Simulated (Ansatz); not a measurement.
# Ta (Ta (110), 5 layers): how the settings move a single-point run

How sensitive is a single-point run of Ta (Ta (110), 5 layers) to its settings? A reference run comes first, then one run with altered input.

Method: reference: DFT, r2SCAN, PAW with Ansatz's default frozen-core files, scalar-relativistic, in Ansatz 0.2.0.

## 1. The system as given

It takes space group Cmmm (No. 65, orthorhombic). The conventional cell has a = 3.305 Å, b = 4.674 Å, c = 25.347 Å, α = 90.00°, β = 90.00°, γ = 90.00°. Around Ta (site symmetry mm2) lie 6 Ta at 2.78 to 2.86 Å. Around Ta (site symmetry mm2) lie 8 Ta at 2.78 to 2.86 Å. Around Ta (site symmetry mmm) lie 8 Ta at 2.86 Å.

Coordinates:

```xyz
5
Lattice="2.8620 0.0000 0.0000 -0.9540 2.6983 0.0000 0.0000 0.0000 25.3472" Properties=species:S:1:pos:R:3 pbc="T T T"
Ta    0.0000    0.0000    8.1118
Ta    0.9540    1.3492   10.3424
Ta    0.0000    0.0000   12.6736
Ta    0.9540    1.3492   15.0048
Ta    0.0000    0.0000   17.2354
```

## 2. Reference

The input, input.yaml:

```yaml
crystal:
  lattice:
    - [2.8619809404, 0.0, 0.0]
    - [-0.9539936468, 2.6983015075, 0.0]
    - [0.0, 0.0, 25.3472]
  atoms:
    - { symbol: Ta, position: [0.0, 0.0, 0.3200279312] }
    - { symbol: Ta, position: [0.5, 0.5, 0.4080308131] }
    - { symbol: Ta, position: [0.0, 0.0, 0.5000000011] }
    - { symbol: Ta, position: [0.5, 0.5, 0.5919691855] }
    - { symbol: Ta, position: [0.0, 0.0, 0.6799720692] }
  periodic: [true, true, false]
kpoints:
  mp_grid: { grid: [12, 12, 1] }
scf:
  occupations: { method: fermi_dirac, width: 0.05 }
hamiltonian:
  xc: r2scan
  pseudopotentials: { kind: paw }
output:
  forces: true
  stress: true
  eigenvalues: true
```

On the command line:

```console
> ansatz run input.yaml --threads 2 --pin off --max-ram 4096MiB --backend cpu --events-out ev --progress --plain --runs-dir out
```

## 3. Changed: mp_grid.grid [8, 8, 1]

Changes to input.yaml since step 2:

```diff
@@ -13,3 +13,3 @@
 kpoints:
-  mp_grid: { grid: [12, 12, 1] }
+  mp_grid: { grid: [8, 8, 1] }
 scf:
```

Q: Predict the outcome of this session. Wanted: for each run, ending; energy change; gap; force.

**Answer**, as computed:

```
                      run     ending  energy change  gap (eV)  force (eV/Å)  cycles  time
                reference  converged              0      0.00          0.00       7  20 s
1: mp_grid.grid [8, 8, 1]  converged  -4.1 meV/atom      0.00          0.11      10  14 s
```

Residual by cycle in the longest SCF loop of each run; runs are numbered as in the table. The quantity is the density residual dr2, in eV.

```
cycle  reference   run 1
    1          6     6.5
    2      0.135    3.42
    3    0.00843  0.0301
    4     2.6e-4  5.8e-4
    5     5.0e-5  8.8e-5
    6     4.1e-6  1.7e-5
    7     7.9e-8  5.3e-7
    8          -  2.1e-7
    9          -  1.1e-7
   10          -  2.8e-9
```

What this shows: Changing the k-point mesh moves the energy by -4.1 meV/atom, and the largest force goes from 0.00 to 0.11 eV/Å. Sampling errors of the energy have no fixed sign. Cost: 10 SCF cycles against 7, 14 s against 20 s.
